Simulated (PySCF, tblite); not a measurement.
# C5H11FOSi: geometry, infrared bands and NMR shifts

Wanted: the infrared bands and NMR shifts of C5H11FOSi (`CO[C@@H]1[C@H]([SiH3])[C@H]1CF`), by calculation.

Computed with tblite 0.8.0 and PySCF 2.14.0, with density-fitted response routines of our own, on a single molecule in the gas phase. Atoms count from 0, in the outputs and in this text.

### Step 1. The starting structure

19 atoms, charge 0, multiplicity 1; geometry from: force field or distance geometry start.

Bonds of the start (Å): C0–O1 1.43, O1–C2 1.42, C2–C3 1.52, C3–Si4 1.86, C3–C5 1.52, C5–C6 1.48, C6–F7 1.35, C5–C2 1.52, C0–H8 1.09, C0–H9 1.09, C0–H10 1.10, C2–H11 1.09, C3–H12 1.07, Si4–H13 1.50, Si4–H14 1.49, Si4–H15 1.49, C5–H16 1.09, C6–H17 1.10, C6–H18 1.10.

### Step 2. Optimising the geometry with GFN2-xTB

Job settings and geometry (Å):

```
{"job": {"kind": "relax", "xc": "GFN2-xTB", "basis": "xTB"}, "charge": 0, "multiplicity": 1}
C      2.624800    -0.304300    -0.627000
O      1.558300    -0.372200     0.317300
C      0.277100    -0.549000    -0.279500
C     -0.719700     0.594500    -0.204100
Si    -0.296200     2.225000     0.588600
C     -0.880500    -0.622100     0.695400
C     -1.981600    -1.593800     0.482000
F     -2.273200    -1.678900    -0.835100
H      3.557700    -0.120900    -0.092100
H      2.695200    -1.247800    -1.166200
H      2.437000     0.519600    -1.327000
H      0.197400    -1.198200    -1.152200
H     -1.405600     0.693200    -1.022300
H      0.579100     3.019200    -0.326900
H     -1.546300     3.006300     0.813100
H      0.372000     2.062700     1.908500
H     -0.621600    -0.548400     1.754000
H     -1.697500    -2.598700     0.834300
H     -2.886300    -1.276800     1.020100
```

Started as:

```console
$ OMP_NUM_THREADS=1 python probes_run.py task.json out
```

This one command runs all jobs of the session in turn.

**Question.** This job is followed by: GFN2-xTB harmonic vibrations, gas phase; GIAO PBE0/pcSseg-1 NMR shielding, non-relativistic, gas phase. Predict these results of the whole session: strongest single infrared mode (GFN2-xTB); zero-point energy (GFN2-xTB); 13C shifts against TMS (PBE0/pcSseg-1); 1H shifts against TMS (PBE0/pcSseg-1, means over atoms taken as alike); 17O shifts against H2O (PBE0/pcSseg-1); 29Si shifts against TMS (PBE0/pcSseg-1); 19F shifts against CFCl3 (PBE0/pcSseg-1); surface potential, 1st and 99th percentile.

**Answer**, as computed:

```
                                                              quantity                                         value
                             strongest single infrared mode (GFN2-xTB)                         2247 cm⁻¹, 333 km/mol
                                          zero-point energy (GFN2-xTB)                                 91.1 kcal/mol
                                13C shifts against TMS (PBE0/pcSseg-1)               82.8, 62.9, 60.9, 26.3, 4.2 ppm
1H shifts against TMS (PBE0/pcSseg-1, means over atoms taken as alike)  5.14, 4.85, 4.03, 3.45, 3.34, 0.72, 0.25 ppm
                                17O shifts against H2O (PBE0/pcSseg-1)                                      35.7 ppm
                               29Si shifts against TMS (PBE0/pcSseg-1)                                     -77.2 ppm
                              19F shifts against CFCl3 (PBE0/pcSseg-1)                                    -267.5 ppm
                                 surface potential, 1st and 99th percentile                            -1.30 V and 0.92 V
```

In words: Relaxing lowered the energy by 0.185 eV in 109 steps; the close pair that moved most is O1–C2, from 1.424 to 1.391 Å. No mode is imaginary among the 51: a minimum at this level. The strongest single mode, at 2247 cm⁻¹, moves mainly H14. GFN2-xTB is a fitted tight-binding method: band positions and strengths are rough. Its intensities can rank the bands wrongly. At PBE0/pcSseg-1: The largest span, 110 ppm, is at C2, where the paramagnetic term is -124 ppm.
